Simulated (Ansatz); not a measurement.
# Be2ZnSe3: the cost of one run

Method: DFT PBE, scalar-relativistic, plane waves, PAW, in Ansatz 0.2.0.

**1. Starting point**

The structure is trigonal, space group P3m1 (No. 156). The conventional cell has a = 3.790 Å, b = 3.790 Å, c = 9.341 Å, α = 90.00°, β = 90.00°, γ = 120.00°. Around Be (site symmetry 3m) lie 4 Se at 2.23 to 2.30 Å. Be (site symmetry 3m) has 4 Se at 2.24 to 2.30 Å in its first shell of neighbours. Zn (site symmetry 3m) has 4 Se at 2.41 to 2.46 Å in its first shell of neighbours. Around Se (site symmetry 3m) lie 1 Be at 2.23 Å and 3 Zn at 2.41 Å. Se (site symmetry 3m) has 3 Be at 2.30 Å and 1 Zn at 2.46 Å in its first shell of neighbours. Around Se (site symmetry 3m) lie 4 Be at 2.24 to 2.30 Å.

Coordinates:

```cif
data_structure
_symmetry_space_group_name_H-M 'P 1'
_symmetry_Int_Tables_number 1
_cell_length_a 3.7900
_cell_length_b 3.7900
_cell_length_c 9.3407
_cell_angle_alpha 90.000
_cell_angle_beta 90.000
_cell_angle_gamma 120.000
_cell_volume 116.19
loop_
_atom_site_label
_atom_site_type_symbol
_atom_site_fract_x
_atom_site_fract_y
_atom_site_fract_z
_atom_site_occupancy
Be1 Be 0.00000 0.00000 0.00844 1
Be2 Be 0.66667 0.33333 0.32424 1
Zn1 Zn 0.33333 0.66667 0.66311 1
Se1 Se 0.00000 0.00000 0.77004 1
Se2 Se 0.33333 0.66667 0.39983 1
Se3 Se 0.66667 0.33333 0.08433 1
```

The start is the relaxed end of an invented cell (made as: elements ordered on the sites of the BeSe type, Be/Zn on Be (P3m1, No. 156)), taken up again for a closer look.

**2. A first look at the guess**

Contents of input.yaml:

```yaml
crystal:
  lattice:
    - [3.7899661, 0.0, 0.0]
    - [-1.8949831, 3.2822069, 0.0]
    - [0.0, 0.0, 9.3406561]
  atoms:
    - { symbol: Be, position: [0.0, 0.0, 0.008444] }
    - { symbol: Be, position: [0.6666667, 0.3333333, 0.324237] }
    - { symbol: Zn, position: [0.3333333, 0.6666667, 0.663109] }
    - { symbol: Se, position: [0.0, 0.0, 0.770045] }
    - { symbol: Se, position: [0.3333333, 0.6666667, 0.399832] }
    - { symbol: Se, position: [0.6666667, 0.3333333, 0.084333] }
basis:
  ecutwfc: 420
kpoints:
  mp_grid: { grid: [6, 6, 2] }
hamiltonian:
  xc: pbe
scf:
  occupations: { method: gaussian, width: 0.1 }
  lower_state_search: "off"
output:
  forces: true
  stress: true
  eigenvalues: true
```

Launch:

```sh
$ ansatz run input.yaml --threads 4 --pin off --max-ram 8192MiB --backend cpu --events-out ev --progress --plain --runs-dir out
```

**Question.** How long does this run take on 4 threads of Arm Neoverse V1, shared host, and how much memory does it need?

About 1.7 s, with a peak of 0.4 GiB.
